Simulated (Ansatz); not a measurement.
# Fe2CuN2 (P1) in Ansatz: convergence with k mesh

Aim: find how far k mesh must go before the results for Fe2CuN2 settle, at PBE. This setting moves, with any that are tied to it; all else stays.

Program: Ansatz 0.2.0. These are calculated values, not measurements. Logs are shortened: lines on timing, memory, paths and dates and some standing lists are left out, and cuts for length are marked.

### Step 1. The cell of the first run

The typed cell holds 5 atoms: a = 2.980 Å, b = 2.980 Å, c = 6.894 Å, α = 90.16°, β = 90.16°, γ = 59.80°.

The cell comes from a database or a generator and needn't be the stable form of this composition.

The cell isn't the ideal one: atoms moved at random, drawn with an rms of 0.05 Å.

### Step 2. With k mesh 3 × 3 × 2

The input, input.yaml:

```yaml
crystal:
  lattice:
    - [2.5830227027, -1.4854245028, 0.0]
    - [2.5830227027, 1.4854245028, 0.0]
    - [-0.021989407, 0.0, 6.8937483682]
  atoms:
    - { symbol: Cu, position: [0.510136, 0.485352, 0.505466], spin: 0.6 }
    - { symbol: Fe, position: [0.835768, 0.834459, 0.158569], spin: 3.0 }
    - { symbol: Fe, position: [0.16608, 0.172455, 0.84364], spin: 3.0 }
    - { symbol: "N", position: [0.496089, 0.497912, 0.772167] }
    - { symbol: "N", position: [0.505327, 0.504114, 0.221331] }
hamiltonian:
  xc: pbe
  pseudopotentials: { kind: paw }
magnetization:
  spin_polarized: true
kpoints:
  mp_grid: { grid: [3, 3, 2] }
scf:
  occupations: { method: fermi_dirac, width: 0.05 }
output:
  forces: true
  stress: true
  eigenvalues: true
```

Potentials or basis: Ansatz PAW.

Run with:

```bash
> ansatz run input.yaml --threads 2 --pin off --max-ram 5632MiB --backend cpu --events-out ev --progress --plain --runs-dir out
```

What it wrote:

```text
Warning: RAYON_NUM_THREADS=2 ignored (pool sized by the plan → 2); use --threads N
Engine: ansatz 0.2.0, x86_64-unknown-linux-gnu
Pseudopotentials: kind: paw
Pseudopotential: Cu, paw, valence charge 19, recommended cutoff 420 eV (normal), Cu.paw.azcp
Pseudopotential: Fe, paw, valence charge 16, recommended cutoff 420 eV (normal), Fe.paw.azcp
Pseudopotential: N, paw, valence charge 5, recommended cutoff 420 eV (normal), N.paw.azcp
Functional definition: PBE
  parameter kappa = 0.804
  parameter beta = 0.06672455060314922
  exchange = pbe_x(kappa = kappa, mu = beta*pi^2/3)
  correlation = pbe_c(beta = beta)
Crystal: 5 atoms, lattice volume = 52.901 Å³
Basis set: ecut = 420 eV, 1031 PW (Γ), exchange–correlation on 40×40×96 points (8 copies of the dense FFT grid, shifted against one another)
Bands: 41, of which v1, the nominal top of the filled ones, is band 31 counted from 1 (30 counted from 0)
Symmetry: 1 space group operations
Space group: P1 (ITA 1), of the structure as read, at distance tolerance 3.8e-5 Å
Magnetic group: BNS 1.1 (UNI 1), of the structure as read, at distance tolerance 3.8e-5 Å
k-points: 10 of 18 (time reversal used)
Non-local potential: Cu, projectors of the file, l = 0: 3, l = 1: 2, l = 2: 3, l = 3: 1
Non-local potential: Fe, projectors of the file, l = 0: 3, l = 1: 2, l = 2: 3, l = 3: 1
[... 40 lines left out ...]
Free energy (F): -16353.601550 eV
Harris-Foulkes:  -16353.601550 eV  (|F-HF|=1.34e-8)
Internal energy: -16353.580256 eV  (E = F + TS)
E sigma→0 (E₀):  -16353.590903 eV
Entropy (-TS):   -0.021294 eV (-4.259 meV/atom)
Fermi energy:    14.483859 eV
--- Per-component energies (eV) ---
  E_band       = -947.719793
  E_kinetic    = 1265.958014
  E_local      = -9788.436711  (includes V_loc(G=0)·N_el)
  E_nonlocal   = 914.511716
  E_hartree    = 4156.872592
  E_xc         = -444.566820
  E_vxc        = -570.798763  (∫ρ·V_xc dr)
  E_paw        = -4646.536717  (= ΣΔE_a)
  E_vpaw       = -1082.706254  (= ΣTr[D̂ρ^β])
  E_aug_tail   = 0.002255  (compensation charges beyond the density's cutoff)
  E_ewald      = -7811.384585
  E_smearing   = -0.021294  (= −TS)
  E_closure    = -0.000000  (closes the sum)
  Σ components = -16353.601550   (vs F -16353.601550, Δ=0.00e0)
--- Forces (eV/Å), atoms counted from 1 ---
  atom   1  Cu     0.02808107     0.03697213    -1.01251440
  atom   2  Fe     0.19424337     0.01750345    -0.98812459
  atom   3  Fe    -0.44079991    -0.12801775     0.51216351
  atom   4  N      0.42754045     0.10452959    -0.16166118
  atom   5  N     -0.20906460    -0.03098705     1.65012856
  max |Σ_I F_I| component: 8.11e-6 eV/Å
--- Stress (GPa, compression-positive) ---
       -0.205751      -0.274414      -0.720004
       -0.274414      -3.229839      -0.063987
       -0.720004      -0.063987       2.683566
  P = ⅓ Tr σ = -0.2507 GPa (-2.507 kbar)
--- Band table (eV; the first three rows and the last of 20) ---
  k-point 0 ↑: bands = ["-98.6298", "-73.1366", "-73.0914", "-56.2861", "-55.8692", "-55.8671", "-39.4657", "-39.4319", "-39.4022", "-39.3313", "-38.7898", "-38.7122", "-2.7907", "-2.1993", "6.2261", "7.9652", "8.0008", "8.1346", "8.1846", "8.6059", "9.5425", "11.3430", "11.3573", "11.5548", "11.5577", "12.0980", "13.2296", "13.2391", "13.2586", "13.3348", "15.4149", "15.9565", "17.8170", "17.8340", "18.0871", "18.0928", "19.4517", "20.5862", "24.3380", "26.7968", "29.3909"]
  k-point 1 ↑: bands = ["-98.6297", "-73.1366", "-73.0914", "-56.2861", "-55.8692", "-55.8671", "-39.4657", "-39.4319", "-39.4022", "-39.3313", "-38.7897", "-38.7123", "-2.5761", "-2.4487", "6.9329", "7.6604", "7.9566", "7.9835", "8.1520", "8.2074", "9.6713", "11.3378", "11.3541", "11.5327", "11.5355", "12.0996", "13.1924", "13.2169", "13.3202", "13.4170", "14.8446", "17.4114", "17.6234", "17.6625", "18.2386", "18.2577", "18.3321", "22.0852", "22.8710", "27.2028", "29.6565"]
  k-point 2 ↑: bands = ["-98.6291", "-73.1307", "-73.0865", "-56.2852", "-55.8760", "-55.8715", "-39.5051", "-39.4691", "-39.4282", "-39.3775", "-38.7686", "-38.7193", "-1.8819", "-1.4174", "6.8638", "7.1887", "7.7169", "8.7569", "8.9990", "9.4335", "10.5776", "11.1132", "11.4824", "11.6182", "11.8231", "12.1874", "12.8052", "12.8288", "13.5020", "13.6695", "14.6061", "14.9571", "15.7564", "15.8390", "16.6603", "17.2244", "18.8686", "22.5672", "23.1905", "24.6559", "26.5707"]
  k-point 9 ↓: bands = ["-98.6289", "-73.1278", "-73.0841", "-56.2848", "-55.8775", "-55.8756", "-39.5240", "-39.4880", "-39.4567", "-39.3857", "-38.7546", "-38.7264", "-1.2718", "-1.1779", "7.9861", "8.1600", "8.3855", "8.5366", "8.6964", "8.7716", "11.2743", "11.3236", "11.4480", "11.5231", "11.6630", "11.6990", "12.4189", "12.9690", "13.1297", "13.6540", "14.1118", "14.2246", "14.7974", "15.1406", "15.1895", "18.8712", "18.8939", "21.8863", "21.9263", "22.6016", "25.5464"]
```

Run time: 8.5 s. Hardware: 2 threads of Intel Xeon Platinum 8259CL at 2.50GHz (Skylake/Cascade Lake), shared host; peak memory 0.39 GiB.

What came out:

- Free energy: -16353.6016 eV
- Pressure: -0.3 GPa
- Largest force: 1.664 eV/Å
- Band gap on the k mesh: none (metal or under the smearing width)
- Net moment: 0.00 μB per cell
- Absolute moment: 0.00 μB per cell

### Step 3. With k mesh 4 × 4 × 2

input.yaml, as its differences from that of step 2:

```diff
@@ -17,3 +17,3 @@
 kpoints:
-  mp_grid: { grid: [3, 3, 2] }
+  mp_grid: { grid: [4, 4, 2] }
 scf:
```

Potentials or basis: Ansatz PAW.

Run with:

```bash
> ansatz run input.yaml --threads 2 --pin off --max-ram 5632MiB --backend cpu --events-out ev --progress --plain --runs-dir out
```

Run time: 13 s. Hardware: 2 threads of Intel Xeon Platinum 8259CL at 2.50GHz (Skylake/Cascade Lake), shared host; peak memory 0.41 GiB.

What came out:

| Quantity | Value |
| --- | --- |
| Free energy | -16353.7045 eV |
| Pressure | -0.8 GPa |
| Largest force | 1.109 eV/Å |
| Band gap on the k mesh | none (metal or under the smearing width) |
| Net moment | 0.00 μB per cell |
| Absolute moment | 0.00 μB per cell |

### Step 4. With k mesh 5 × 5 × 2

input.yaml, as its differences from that of step 3:

```diff
@@ -17,3 +17,3 @@
 kpoints:
-  mp_grid: { grid: [4, 4, 2] }
+  mp_grid: { grid: [5, 5, 2] }
 scf:
```

Run with:

```bash
> ansatz run input.yaml --threads 2 --pin off --max-ram 5632MiB --backend cpu --events-out ev --progress --plain --runs-dir out
```

It took 21 s on 2 threads of Intel Xeon Platinum 8259CL at 2.50GHz (Skylake/Cascade Lake), shared host; peak memory 0.43 GiB.

Results:

```yaml
Free_energy: -16353.5428 eV
Pressure: 0.1 GPa
Largest_force: 1.121 eV/Å
Band_gap_on_the_k_mesh: none (metal or under the smearing width)
Net_moment: 0.00 μB per cell
Absolute_moment: 0.00 μB per cell
```

### Step 5. With k mesh 6 × 6 × 3

input.yaml, as its differences from that of step 4:

```diff
@@ -17,3 +17,3 @@
 kpoints:
-  mp_grid: { grid: [5, 5, 2] }
+  mp_grid: { grid: [6, 6, 3] }
 scf:
```

Run with:

```bash
> ansatz run input.yaml --threads 2 --pin off --max-ram 5632MiB --backend cpu --events-out ev --progress --plain --runs-dir out
```

It took 34 s on 2 threads of Intel Xeon Platinum 8259CL at 2.50GHz (Skylake/Cascade Lake), shared host; peak memory 0.51 GiB.

What came out:

| Item | Value |
| --- | --- |
| Free energy | -16353.6477 eV |
| Pressure | -0.6 GPa |
| Largest force | 0.982 eV/Å |
| Band gap on the k mesh | none (metal or under the smearing width) |
| Net moment | 0.00 μB per cell |
| Absolute moment | 0.00 μB per cell |

### Step 6. With k mesh 7 × 7 × 3

input.yaml, as its differences from that of step 5:

```diff
@@ -17,3 +17,3 @@
 kpoints:
-  mp_grid: { grid: [6, 6, 3] }
+  mp_grid: { grid: [7, 7, 3] }
 scf:
```

Potentials or basis: Ansatz PAW.

Run with:

```bash
> ansatz run input.yaml --threads 2 --pin off --max-ram 5632MiB --backend cpu --events-out ev --progress --plain --runs-dir out
```

It took 47 s on 2 threads of Intel Xeon Platinum 8259CL at 2.50GHz (Skylake/Cascade Lake), shared host; peak memory 0.55 GiB.

Results (log left out):

| Property | Result |
| --- | --- |
| Free energy | -16353.5801 eV |
| Pressure | 0.0 GPa |
| Largest force | 0.987 eV/Å |
| Band gap on the k mesh | none (metal or under the smearing width) |
| Net moment | 0.00 μB per cell |
| Absolute moment | 0.00 μB per cell |

### Step 7. With k mesh 9 × 9 × 4

input.yaml, as its differences from that of step 6:

```diff
@@ -17,3 +17,3 @@
 kpoints:
-  mp_grid: { grid: [7, 7, 3] }
+  mp_grid: { grid: [9, 9, 4] }
 scf:
```

Run with:

```bash
> ansatz run input.yaml --threads 2 --pin off --max-ram 5632MiB --backend cpu --events-out ev --progress --plain --runs-dir out
```

It took 99 s on 2 threads of Intel Xeon Platinum 8259CL at 2.50GHz (Skylake/Cascade Lake), shared host; peak memory 0.78 GiB.

The run converged. Its results:

* Free energy: -16353.6072 eV
* Pressure: -0.2 GPa
* Largest force: 0.988 eV/Å
* Band gap on the k mesh: none (metal or under the smearing width)
* Net moment: 0.00 μB per cell
* Absolute moment: 0.00 μB per cell

### Step 8. With k mesh 12 × 12 × 5

input.yaml, as its differences from that of step 7:

```diff
@@ -17,3 +17,3 @@
 kpoints:
-  mp_grid: { grid: [9, 9, 4] }
+  mp_grid: { grid: [12, 12, 5] }
 scf:
```

Run with:

```bash
> ansatz run input.yaml --threads 2 --pin off --max-ram 5632MiB --backend cpu --events-out ev --progress --plain --runs-dir out
```

It took 3.2 min on 2 threads of Intel Xeon Platinum 8259CL at 2.50GHz (Skylake/Cascade Lake), shared host; peak memory 1.3 GiB.

The run converged. Its results:

```
Free energy            : -16353.6050 eV
Pressure               : -0.2 GPa
Largest force          : 0.989 eV/Å
Band gap on the k mesh : none (metal or under the smearing width)
Net moment             : 0.00 μB per cell
Absolute moment        : 0.00 μB per cell
```

### Step 9. With k mesh 14 × 14 × 6

input.yaml, as its differences from that of step 8:

```diff
@@ -17,3 +17,3 @@
 kpoints:
-  mp_grid: { grid: [12, 12, 5] }
+  mp_grid: { grid: [14, 14, 6] }
 scf:
```

Potentials or basis: Ansatz PAW.

Run with:

```bash
> ansatz run input.yaml --threads 2 --pin off --max-ram 5632MiB --backend cpu --events-out ev --progress --plain --runs-dir out
```

Run time: 4.9 min. Hardware: 2 threads of Intel Xeon Platinum 8259CL at 2.50GHz (Skylake/Cascade Lake), shared host; peak memory 1.9 GiB.

It converged, with:

```
Free energy            : -16353.6073 eV
Pressure               : -0.2 GPa
Largest force          : 0.988 eV/Å
Band gap on the k mesh : none (metal or under the smearing width)
Net moment             : 0.00 μB per cell
Absolute moment        : 0.00 μB per cell
```

### Step 10. With k mesh 17 × 17 × 7

input.yaml, as its differences from that of step 9:

```diff
@@ -17,3 +17,3 @@
 kpoints:
-  mp_grid: { grid: [14, 14, 6] }
+  mp_grid: { grid: [17, 17, 7] }
 scf:
```

Run with:

```bash
> ansatz run input.yaml --threads 2 --pin off --max-ram 5632MiB --backend cpu --events-out ev --progress --plain --runs-dir out
```

It took 8.6 min on 2 threads of Intel Xeon Platinum 8259CL at 2.50GHz (Skylake/Cascade Lake), shared host; peak memory 2.9 GiB.

The run converged. Its results:

* Free energy: -16353.6095 eV
* Pressure: -0.2 GPa
* Largest force: 0.988 eV/Å
* Band gap on the k mesh: none (metal or under the smearing width)
* Net moment: 0.00 μB per cell
* Absolute moment: 0.00 μB per cell

### Step 11. The series at a glance

```
     k mesh  energy less the tightest run, at zero smearing (meV/atom)  pressure (GPa)  largest force (eV/Å)  SCF cycles  CPU time (s)  peak memory (GiB)
  3 × 3 × 2                                                       1.96           -0.25                 1.664          18            16               0.39
  4 × 4 × 2                                                     -19.37           -0.78                 1.109          19            24               0.41
  5 × 5 × 2                                                      14.44            0.14                 1.121          22            40               0.43
  6 × 6 × 3                                                      -8.57           -0.57                 0.982          18            64               0.51
  7 × 7 × 3                                                       6.94            0.00                 0.987          20            91               0.55
  9 × 9 × 4                                                       0.86           -0.18                 0.988          19           190               0.78
12 × 12 × 5                                                       1.18           -0.18                 0.989          19           360                1.3
14 × 14 × 6                                                       0.70           -0.20                 0.988          18           560                1.9
17 × 17 × 7                                                       0.00           -0.23                 0.988          18           980                2.9
```

Against the tightest run, the energy stays within 1 meV/atom from 14 × 14 × 6 on; the pressure stays within 0.1 GPa from 9 × 9 × 4 on; the largest force stays within 0.005 eV/Å from 7 × 7 × 3 on. Meshes of other sizes hit other points, so gaps and Fermi surfaces needn't settle smoothly. The tightest run that finished is the yardstick and may itself not be fully converged.

Caveats: the starting moments collapsed, and a magnetic state may lie lower; the starting moments weren't kept.
